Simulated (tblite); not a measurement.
# C4H9NSSi: the cost of one run

The runs use tblite 0.8.0 and PySCF 2.14.0, with density-fitted response routines of our own; the level of theory stands in each step. All values are computed, except where a source is named. Atoms are numbered from 0 throughout.

### 1 The starting structure

16 atoms, charge -1, multiplicity 2; geometry from: force field or distance geometry start.

Bonds of the start (Å): C0–S1 1.82, S1–Si2 2.14, Si2–N3 1.79, Si2–C4 1.86, C4–C5 1.51, C5–C6 1.51, C6–C4 1.50, C0–H7 1.11, C0–H8 1.11, C0–H9 1.10, Si2–H10 1.48, N3–H11 1.04, N3–H12 1.04, C4–H13 1.12, C5–H14 1.12, C6–H15 1.09.

### 2 Relaxing the molecule with GFN2-xTB

What the job is given:

```
{"job": {"kind": "relax", "xc": "GFN2-xTB", "basis": "xTB"}, "charge": -1, "multiplicity": 2}
C      2.751900     0.947700     0.260300
S      1.109900     1.034300    -0.527100
Si    -0.181400    -0.332000     0.487100
N      0.418000    -2.009000     0.345900
C     -1.928500    -0.302700    -0.142900
C     -2.946300     0.232800     0.842400
C     -2.642000     0.987600    -0.425700
H      3.014600     1.954500     0.659600
H      2.766500     0.216400     1.093400
H      3.497800     0.630100    -0.477400
H     -0.221600    -0.044600     1.934500
H      1.421000    -2.052300     0.069100
H     -0.201600    -2.597900    -0.249400
H     -2.228100    -1.185100    -0.767500
H     -2.503100     0.573800     1.812400
H     -2.134700     1.955500    -0.391100
```

Launch:

```sh
> OMP_NUM_THREADS=1 python probes_run.py task.json out
```

This one command runs all jobs of the session in turn.

**Question.** How long does this first job take on 1 thread of Arm Neoverse V2, shared host?

About 1.5 s.
